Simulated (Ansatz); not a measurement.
# C3H9BO2: a ladder of functionals and wavefunction methods

One table from this session's results is given with a row withheld; the runs are named, their logs left out.

Computed with Ansatz 0.2.0, Gaussian basis. Level: functionals in def2-TZVPP, the program's frozen cores in correlated methods.

Plan: PBE-D4, r2SCAN-D4, PBE0-D4, B3LYP-D4, ωB97X-V, ωB97M-V, B2PLYP; CCSD(T)/def2-TZVPP; MP2/def2-QZVPP; extrapolation to the limit.

### The geometry

All runs share one geometry, relaxed beforehand with PBE0-D4 in a triple-zeta def2 set.

SMILES `COB(C)OC`, 15 atoms, charge 0, spin multiplicity 1.

Atoms are counted from 1 here; the program's logs count them from 0.

Bond lengths: C1–O2 1.408 Å, C1–H7 1.094 Å, C1–H8 1.094 Å, C1–H9 1.091 Å, O2–B3 1.367 Å, B3–C4 1.570 Å, B3–O5 1.360 Å, C4–H10 1.095 Å, C4–H11 1.090 Å, C4–H12 1.095 Å, O5–C6 1.413 Å, C6–H13 1.093 Å, C6–H14 1.090 Å, C6–H15 1.093 Å. Angles: O2–C1–H7 111.5°, O2–C1–H8 111.6°, O2–C1–H9 107.9°, H7–C1–H8 108.5°, H7–C1–H9 108.6°, H8–C1–H9 108.6°, C1–O2–B3 121.7°, O2–B3–C4 123.7°, O2–B3–O5 117.3°, C4–B3–O5 118.9°, B3–C4–H10 111.4°, B3–C4–H11 111.5°, B3–C4–H12 111.4°, H10–C4–H11 108.1°, H10–C4–H12 106.1°, H11–C4–H12 108.1°, B3–O5–C6 120.6°, O5–C6–H13 111.3° and more.

The first run:

The input, in.yaml:

```yaml
crystal:
  periodic: [false, false, false]
  atoms:
    - {symbol: C, position_ang: [1.009709, -1.561552, -0.832350]}
    - {symbol: O, position_ang: [0.467949, -0.765021, 0.193892]}
    - {symbol: B, position_ang: [-0.231824, 0.377371, -0.078155]}
    - {symbol: C, position_ang: [-0.498631, 0.911882, -1.530323]}
    - {symbol: O, position_ang: [-0.716687, 1.079202, 0.980983]}
    - {symbol: C, position_ang: [-0.497200, 0.631495, 2.302888]}
    - {symbol: H, position_ang: [0.229749, -1.947282, -1.495994]}
    - {symbol: H, position_ang: [1.734151, -1.004285, -1.434146]}
    - {symbol: H, position_ang: [1.519719, -2.405767, -0.367057]}
    - {symbol: H, position_ang: [0.438448, 1.106063, -2.062482]}
    - {symbol: H, position_ang: [-1.077736, 1.835219, -1.515316]}
    - {symbol: H, position_ang: [-1.043366, 0.177436, -2.132637]}
    - {symbol: H, position_ang: [0.570446, 0.579031, 2.532069]}
    - {symbol: H, position_ang: [-0.974003, 1.345381, 2.975046]}
    - {symbol: H, position_ang: [-0.930714, -0.359153, 2.463602]}
basis:
  gaussian: {orbitals: def2-TZVPP}
hamiltonian: {xc: pbe, dispersion: d4}
output: {forces: true, orbitals: {seedname: orbitals}}
```

Started as:

```bash
> ansatz run in.yaml --threads 2 --pin off --events-out ev --progress --plain --max-ram 22528MiB --backend cuda --devices 0, --max-vram 18GiB
```

Steps of the session up to this table: PBE-D4 (GGA); r2SCAN-D4 (meta-GGA); PBE0-D4 (hybrid); B3LYP-D4 (hybrid); ωB97X-V (range-separated); ωB97M-V (range-separated); B2PLYP (double hybrid); CCSD(T) in def2-TZVPP; MP2 in def2-QZVPP.

One of the session's tables, all rows but one given; the rest of the session is left out.

It belongs to the step «Atomisation energies». 

| method | atomisation energy (kcal/mol) |
| --- | --- |
| PBE-D4 | 1484.7 |
| r2SCAN-D4 | 1461.9 |
| PBE0-D4 | 1460.3 |
| B3LYP-D4 | 1458.0 |
| ωB97X-V | 1457.1 |
| ωB97M-V | 1461.2 |
| B2PLYP | 1444.4 |
| HF/def2-TZVPP | 1088.3 |
| MP2/def2-TZVPP | ? |
| CCSD/def2-TZVPP | 1403.6 |
| CCSD(T)/def2-TZVPP | 1422.2 |
| MP2/CBS | 1478.4 |
| CCSD(T)/CBS | 1454.6 |

**Question.** Estimate the row for MP2/def2-TZVPP.

The run gave: atomisation energy (kcal/mol): 1446.0. In the column «atomisation energy (kcal/mol)» it lies between B2PLYP (1444.4) and CCSD(T)/CBS (1454.6).
